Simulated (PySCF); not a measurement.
# Ways to converge the SCF of BSb⁺ (quartet)

Do solver options change the result for BSb⁺ (quartet), or only the number of cycles?

Program: PySCF 2.14.0. Level of theory: method and basis as typed in the scripts. These are calculated values, not measurements.

6 further runs of the same task are left out: 1 for a known fault of the program, 5 that didn't finish.

### Step 1. The starting structure

BSb⁺ (quartet): 2 atoms, charge 1, spin multiplicity 4.

Bond lengths: B1–Sb2 2.166 Å.

### Step 2. Base script

The input, input.py:

```python
from pyscf import gto, dft

mol = gto.M(
    atom='B 0 0 0; Sb 0 0 2.166',
    basis='sbkjc',
    ecp={'B': 'sbkjc', 'Sb': 'sbkjc'},
    charge=1,
    spin=3,
    symmetry=True,
    verbose=4,
)
mf = dft.UKS(mol, xc='tpss')
mf.kernel()
mf.dip_moment()
print('orbital energies (hartree):', [e[max(0, n-3):n+3].round(4) for e, n in zip(mf.mo_energy, mol.nelec)])
```

The run is started by

```bash
> OMP_NUM_THREADS=1 python input.py
```

Its log is not repeated here.

Base result: E(SCF) = -7.801053 Eh, 9 cycles, ⟨S²⟩ = 3.754.

The bond length is a typed value, not an optimised one. The dipole of an ion depends on the origin. The quartet is typed in the script; nothing here shows that it is the ground state.

### Step 3. Smearing width 0.001 hartree

Variant 1 changes smearing width: none → 0.001 hartree.

The input, input.py:

```python
from pyscf import gto, dft, scf

mol = gto.M(
    atom='B 0 0 0; Sb 0 0 2.166',
    basis='sbkjc',
    ecp={'B': 'sbkjc', 'Sb': 'sbkjc'},
    charge=1,
    spin=3,
    symmetry=True,
    verbose=4,
)
mf = dft.UKS(mol, xc='tpss')
mf = scf.addons.smearing_(mf, sigma=0.001, method='fermi')
mf.kernel()
mf.dip_moment()
print('orbital energies (hartree):', [e[max(0, n-3):n+3].round(4) for e, n in zip(mf.mo_energy, mol.nelec)])
```

The run is started by

```bash
> OMP_NUM_THREADS=1 python input.py
```

### Step 4. Level shift 0.1 hartree

Variant 2 changes level shift: none → 0.1 hartree.

Changes to input.py since step 2:

```diff
@@ -12,2 +12,3 @@
 mf = dft.UKS(mol, xc='tpss')
+mf.level_shift = 0.1
 mf.kernel()
```

### Step 5. Initial guess 1e

Variant 3 changes initial guess: minao → 1e.

Changes to input.py since step 2:

```diff
@@ -12,2 +12,3 @@
 mf = dft.UKS(mol, xc='tpss')
+mf.init_guess = '1e'
 mf.kernel()
```

### Step 6. Point-group symmetry off

Variant 4 changes point-group symmetry: on → off.

Changes to input.py since step 2:

```diff
@@ -8,3 +8,2 @@
     spin=3,
-    symmetry=True,
     verbose=4,
```

Q: Predict the outcome of this session. Wanted: for each run, E(SCF); from base; gap, α spin.

**Answer**, as computed:

| run | E(SCF) (hartree) | from base (eV) | cycles | gap, α spin (eV) |
| --- | --- | --- | --- | --- |
| base | -7.801053 | 0 | 9 | 3.28 |
| smearing width 0.001 hartree | -7.738513 | not comparable | 22 | n/a |
| level shift 0.1 hartree | -7.801053 | 0.0000 | 12 | 3.28 |
| initial guess 1e | -7.801053 | 0.0000 | 11 | 3.28 |
| point-group symmetry off | -7.801053 | 0.0000 | 9 | 3.28 |

Distance from each run's final energy (log10 hartree) by cycle:

```
                         run  cycle 1  cycle 2  cycle 3  cycle 5  cycle 8  cycle 12
                        base     -1.1     -1.1     -1.5     -5.3     -9.2      done
smearing width 0.001 hartree     -1.0      0.1     -2.1     -1.7     -2.3      -4.6
     level shift 0.1 hartree     -1.2     -1.4     -2.9     -4.5     -6.9      -9.4
            initial guess 1e      0.0      0.4     -1.6     -3.8     -6.7      done
    point-group symmetry off     -1.1     -1.1     -1.5     -5.3     -9.2      done
```

In words: The SCF energy stays the same, to the digits that matter, with level shift 0.1 hartree or initial guess 1e or point-group symmetry off. The base needs 9 cycles and the run with level shift 0.1 hartree needs 12.
